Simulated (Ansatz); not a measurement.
# C2H9SbSi: basis-set convergence

An exercise on one series of results from a longer session: the logs are not shown, and one member is left open.

The runs use Ansatz 0.2.0, Gaussian basis; one geometry, several basis sets.

The runs, in order: PBE0-D4/def2-SVP; ωB97M-V/def2-SVP; PBE0-D4/def2-QZVPP; ωB97M-V/def2-QZVPP; the functionals' def2-TZVPP values are taken from earlier runs.

**Structure used throughout**

All runs share one geometry, relaxed beforehand with PBE0-D4 in a triple-zeta def2 set. Sb takes the def2 core potential; no spin-orbit term is included.

13 atoms, charge 0, spin multiplicity 1.

Atoms are counted from 1 here; the program's logs count them from 0.

Bond lengths: C1–Sb2 2.166 Å, C1–H5 1.090 Å, C1–H6 1.090 Å, C1–H7 1.090 Å, Sb2–C3 2.166 Å, Sb2–Si4 2.570 Å, C3–H8 1.090 Å, C3–H9 1.090 Å, C3–H10 1.090 Å, Si4–H11 1.491 Å, Si4–H12 1.489 Å, Si4–H13 1.489 Å. Angles: Sb2–C1–H5 110.7°, Sb2–C1–H6 108.6°, Sb2–C1–H7 109.5°, H5–C1–H6 109.6°, H5–C1–H7 109.6°, H6–C1–H7 108.8°, C1–Sb2–C3 95.1°, C1–Sb2–Si4 93.2°, C3–Sb2–Si4 93.2°, Sb2–C3–H8 110.7°, Sb2–C3–H9 109.5°, Sb2–C3–H10 108.6°, H8–C3–H9 109.6°, H8–C3–H10 109.6°, H9–C3–H10 108.8°, Sb2–Si4–H11 110.5°, Sb2–Si4–H12 110.7°, Sb2–Si4–H13 110.7° and more.

As a file:

```xyz
13
charge 0, multiplicity 1
C    -0.9188    1.5048   -0.7244
Sb    0.6491    0.0658   -1.1268
C     1.7164    0.4243    0.7234
Si   -0.6943   -1.8904   -0.1402
H    -1.2836    1.4021    0.2973
H    -0.5160    2.5077   -0.8691
H    -1.7413    1.3519   -1.4233
H     1.0264    0.4561    1.5663
H     2.4489   -0.3676    0.8804
H     2.2400    1.3774    0.6442
H    -1.2620   -1.5165    1.1872
H    -1.8186   -2.2642   -1.0419
H     0.1741   -3.0861    0.0418
```

The first run:

Input file in.yaml:

```yaml
crystal:
  periodic: [false, false, false]
  atoms:
    - {symbol: C, position_ang: [-0.918780, 1.504829, -0.724440]}
    - {symbol: Sb, position_ang: [0.649097, 0.065765, -1.126793]}
    - {symbol: C, position_ang: [1.716403, 0.424334, 0.723430]}
    - {symbol: Si, position_ang: [-0.694285, -1.890352, -0.140169]}
    - {symbol: H, position_ang: [-1.283577, 1.402050, 0.297322]}
    - {symbol: H, position_ang: [-0.516009, 2.507685, -0.869067]}
    - {symbol: H, position_ang: [-1.741326, 1.351860, -1.423294]}
    - {symbol: H, position_ang: [1.026405, 0.456073, 1.566331]}
    - {symbol: H, position_ang: [2.448945, -0.367580, 0.880439]}
    - {symbol: H, position_ang: [2.240036, 1.377437, 0.644163]}
    - {symbol: H, position_ang: [-1.261961, -1.516472, 1.187183]}
    - {symbol: H, position_ang: [-1.818632, -2.264240, -1.041894]}
    - {symbol: H, position_ang: [0.174085, -3.086087, 0.041787]}
basis:
  gaussian: {orbitals: def2-SVP}
hamiltonian: {xc: pbe0, dispersion: d4}
output: {orbitals: {seedname: orbitals}}
```

Among the steps run: PBE0-D4 in def2-SVP; ωB97M-V in def2-SVP; PBE0-D4 in def2-QZVPP; ωB97M-V in def2-QZVPP.

One of the session's tables, all rows but one given; the rest of the session is left out.

| functional | basis | HOMO (eV) | LUMO (eV) |
| --- | --- | --- | --- |
| PBE0-D4 | def2-SVP | -6.51 | 0.05 |
| PBE0-D4 | def2-TZVPP | -6.56 | -0.25 |
| PBE0-D4 | def2-QZVPP | -6.57 | -0.34 |
| ωB97M-V | def2-SVP | -8.49 | 1.79 |
| ωB97M-V | def2-TZVPP | -8.56 | 1.27 |
| ωB97M-V | def2-QZVPP | ? | ? |

Estimate the missing values for ωB97M-V, def2-QZVPP.

**Answer.** HOMO (eV): -8.57; LUMO (eV): 1.00. In the column «HOMO (eV)» it is the lowest.
